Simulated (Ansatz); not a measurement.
**CH3ClGeO: how energies converge with the basis set**

How large a basis does CH3ClGeO need? Two functionals are run in growing sets.

Method: one geometry, several basis sets; program: Ansatz 0.2.0, Gaussian basis.

Levels to be run: PBE0-D4/def2-SVP; ωB97M-V/def2-SVP; PBE0-D4/def2-QZVPP; ωB97M-V/def2-QZVPP; the functionals' def2-TZVPP values are taken from earlier runs.

### Step 1. Structure used throughout

An earlier PBE0-D4 in a triple-zeta def2 set relaxation fixed the geometry.

SMILES `O=[CH][GeH2][Cl]`, 7 atoms, charge 0, spin multiplicity 1.

Atoms are counted from 1 here; the program's logs count them from 0.

Bond lengths: O1–C2 1.197 Å, C2–Ge3 2.008 Å, C2–H5 1.114 Å, Ge3–Cl4 2.157 Å, Ge3–H6 1.533 Å, Ge3–H7 1.533 Å. Angles: O1–C2–Ge3 120.9°, O1–C2–H5 121.5°, Ge3–C2–H5 117.6°, C2–Ge3–Cl4 106.1°, C2–Ge3–H6 111.1°, C2–Ge3–H7 111.1°, Cl4–Ge3–H6 108.1°, Cl4–Ge3–H7 108.1°, H6–Ge3–H7 112.2°.

### Step 2. PBE0-D4 in def2-SVP

in.yaml

```yaml
crystal:
  periodic: [false, false, false]
  atoms:
    - {symbol: O, position_ang: [0.989568, -1.661571, 0.986995]}
    - {symbol: C, position_ang: [0.237049, -1.207752, 0.174257]}
    - {symbol: Ge, position_ang: [-0.025483, 0.775297, 0.004313]}
    - {symbol: Cl, position_ang: [-1.457432, 1.054862, -1.583744]}
    - {symbol: H, position_ang: [-0.341476, -1.865551, -0.513229]}
    - {symbol: H, position_ang: [-0.619118, 1.365230, 1.288777]}
    - {symbol: H, position_ang: [1.278191, 1.471485, -0.403070]}
basis:
  gaussian: {orbitals: def2-SVP}
hamiltonian: {xc: pbe0, dispersion: d4}
output: {orbitals: {seedname: orbitals}}
```

On the command line:

```console
ansatz run in.yaml --threads 2 --pin off --events-out ev --progress --plain --max-ram 4352MiB
```

Output:

```text
Functional definition: PBE0
  name "PBE0"
  cite "Adamo & Barone, J. Chem. Phys. 110, 6158 (1999) doi:10.1063/1.478522"
  cite "Perdew, Burke & Ernzerhof, Phys. Rev. Lett. 77, 3865 (1996) doi:10.1103/PhysRevLett.77.3865"
  parent pbe
  parameter a = 0.25
  parameter kappa = 0.804
  parameter beta = 0.06672455060314922
  exchange = (1 - a)*pbe_x(kappa = kappa, mu = beta*pi^2/3) + a*exact_x
  correlation = pbe_c(beta = beta)
903 factors; integrals over basis functions are off by at most 1.3e-3 eV
mean field evaluation 1: about -72143.1594 eV, gradient 3.8e1 eV
mean field evaluation 2: about -72136.0892 eV, gradient 7.2e1 eV
mean field evaluation 4: about -72145.8149 eV, gradient 3.1e0 eV
mean field evaluation 8: about -72145.9006 eV, gradient 2.6e-1 eV
mean field evaluation 16: about -72145.9007 eV, gradient 4.0e-5 eV
mean field -72145.90072104 eV, -2651.3129492502 hartree, gradient 4.0e-5 eV, S^2 0.000000; 0 other end points of the search recorded, 0 dependent functions left out
reference -72145.90074280 eV, -2651.3129500501 hartree; 33, 33 occupied and 60, 60 virtual orbitals, 903 factors
Total energy: -72146.02425924 eV, -2651.3174891954 hartree
```

Run time: 1.7 s. Hardware: 2 threads of Arm Neoverse V2, shared host.

### Step 3. ωB97M-V in def2-SVP

in.yaml, as its differences from that of step 2:

```diff
@@ -12,3 +12,3 @@
   gaussian: {orbitals: def2-SVP}
-hamiltonian: {xc: pbe0, dispersion: d4}
+hamiltonian: {xc: {name: wB97M-V}}
 output: {orbitals: {seedname: orbitals}}
```

The command is unchanged.

Output, cut to the lines that bear on the results:

```text
Functional definition: wB97M-V
  name "wB97M-V"
  cite "Mardirossian & Head-Gordon, J. Chem. Phys. 144, 214110 (2016) doi:10.1063/1.4952647"
  cite "Becke, J. Chem. Phys. 107, 8554 (1997) doi:10.1063/1.475007"
  cite "Vydrov & Van Voorhis, J. Chem. Phys. 133, 244103 (2010) doi:10.1063/1.3521275"
  # Of w^i u^j: cxij and so on, Table III.
[...]
  gx(w, u) = 1 - cx + cx01*u + cx10*w
  gss(w, u) = css00 + css04*u^4 + css10*w + css20*w^2 + css43*w^4*u^3
  gos(w, u) = cos00 + cos10*w + (cos20 + cos21*u)*w^2 + (cos60 + cos61*u)*w^6
[...]
      + integral(e_c_pw_mod_opposite_spin*gos(b97_w_opposite, b97_u_opposite)) + vv10(b, c)
903 factors; integrals over basis functions are off by at most 1.3e-3 eV
223 factors; integrals over basis functions are off by at most 4.8e-6 eV
[...]
mean field -72155.72927523 eV, -2651.6741419547 hartree, gradient 2.5e-5 eV, S^2 0.000000; 0 other end points of the search recorded, 0 dependent functions left out
reference -72155.72930969 eV, -2651.6741432213 hartree; 33, 33 occupied and 60, 60 virtual orbitals, 903 factors
Total energy: -72155.72930969 eV, -2651.6741432213 hartree
```

Wall time 7 s (2 threads of Arm Neoverse V2, shared host); peak memory 0.27 GiB.

### Step 4. PBE0-D4 in def2-QZVPP

in.yaml, as its differences from that of step 3:

```diff
@@ -11,4 +11,4 @@
 basis:
-  gaussian: {orbitals: def2-SVP}
-hamiltonian: {xc: {name: wB97M-V}}
+  gaussian: {orbitals: "def2-QZVPP.json"}
+hamiltonian: {xc: pbe0, dispersion: d4}
 output: {orbitals: {seedname: orbitals}}
```

Same command.

Output:

```text
Functional definition: PBE0
  name "PBE0"
  cite "Adamo & Barone, J. Chem. Phys. 110, 6158 (1999) doi:10.1063/1.478522"
  cite "Perdew, Burke & Ernzerhof, Phys. Rev. Lett. 77, 3865 (1996) doi:10.1103/PhysRevLett.77.3865"
  parent pbe
  parameter a = 0.25
  parameter kappa = 0.804
  parameter beta = 0.06672455060314922
  exchange = (1 - a)*pbe_x(kappa = kappa, mu = beta*pi^2/3) + a*exact_x
  correlation = pbe_c(beta = beta)
1457 factors; their error is unknown
mean field evaluation 1: about -72159.1711 eV, gradient 4.5e1 eV
mean field evaluation 2: about -72150.7974 eV, gradient 8.1e1 eV
mean field evaluation 4: about -72162.5869 eV, gradient 4.4e0 eV
mean field evaluation 8: about -72162.7775 eV, gradient 4.8e-1 eV
mean field evaluation 16: about -72162.7775 eV, gradient 7.8e-5 eV
mean field -72162.77753751 eV, -2651.9331608160 hartree, gradient 7.8e-5 eV, S^2 0.000000; 0 other end points of the search recorded, 0 dependent functions left out
reference -72162.77757073 eV, -2651.9331620367 hartree; 33, 33 occupied and 330, 330 virtual orbitals, 1457 factors
Total energy: -72162.90108716 eV, -2651.9377011820 hartree
```

Run time: 12 s. Hardware: 2 threads of Arm Neoverse V2, shared host; peak memory 1.2 GiB.

### Step 5. ωB97M-V in def2-QZVPP

in.yaml, as its differences from that of step 4:

```diff
@@ -12,3 +12,3 @@
   gaussian: {orbitals: "def2-QZVPP.json"}
-hamiltonian: {xc: pbe0, dispersion: d4}
+hamiltonian: {xc: {name: wB97M-V}}
 output: {orbitals: {seedname: orbitals}}
```

Launched as before.

Output, cut to the lines that bear on the results:

```text
Functional definition: wB97M-V
  name "wB97M-V"
  cite "Mardirossian & Head-Gordon, J. Chem. Phys. 144, 214110 (2016) doi:10.1063/1.4952647"
  cite "Becke, J. Chem. Phys. 107, 8554 (1997) doi:10.1063/1.475007"
  cite "Vydrov & Van Voorhis, J. Chem. Phys. 133, 244103 (2010) doi:10.1063/1.3521275"
  # Of w^i u^j: cxij and so on, Table III.
[...]
  gx(w, u) = 1 - cx + cx01*u + cx10*w
  gss(w, u) = css00 + css04*u^4 + css10*w + css20*w^2 + css43*w^4*u^3
  gos(w, u) = cos00 + cos10*w + (cos20 + cos21*u)*w^2 + (cos60 + cos61*u)*w^6
[...]
      + integral(e_c_pw_mod_opposite_spin*gos(b97_w_opposite, b97_u_opposite)) + vv10(b, c)
1429 factors; their error is unknown
276 factors; integrals over basis functions are off by at most 6.5e-5 eV
[...]
mean field -72172.60186178 eV, -2652.2941980738 hartree, gradient 2.1e-5 eV, S^2 0.000000; 0 other end points of the search recorded, 0 dependent functions left out
reference -72172.60191580 eV, -2652.2942000591 hartree; 33, 33 occupied and 330, 330 virtual orbitals, 1429 factors
Total energy: -72172.60191580 eV, -2652.2942000591 hartree
```

Run time: 25 s. Hardware: 2 threads of Arm Neoverse V2, shared host; peak memory 1.2 GiB.

### Step 6. Density functionals: the series

The def2-TZVPP values come from earlier runs at the same geometry.

```
functional       basis  functions  energy (eV)  from the largest (eV)  HOMO (eV)  LUMO (eV)
   PBE0-D4    def2-SVP         93  -72146.0243                 16.877      -7.31      -1.74
   PBE0-D4  def2-TZVPP        194  -72161.1413                  1.760      -7.45      -1.95
   PBE0-D4  def2-QZVPP        363  -72162.9011                  0.000      -7.48      -2.01
   ωB97M-V    def2-SVP         93  -72155.7293                 16.873      -9.50       0.65
   ωB97M-V  def2-TZVPP        194  -72170.8908                  1.711      -9.67       0.35
   ωB97M-V  def2-QZVPP        363  -72172.6019                  0.000      -9.71       0.25
```

### Step 7. Outcome

```
                                       quantity           value
PBE0-D4: double and triple zeta above quadruple  16.88, 1.76 eV
ωB97M-V: double and triple zeta above quadruple  16.87, 1.71 eV
```

PBE0-D4 gains 15.12 eV from double to triple zeta, then 1.76 eV more. Total energies overstate the basis error of differences, where much of it tends to cancel.

For PBE0-D4 the largest set took about 7 times as long as the smallest (12 s against 1.7 s).
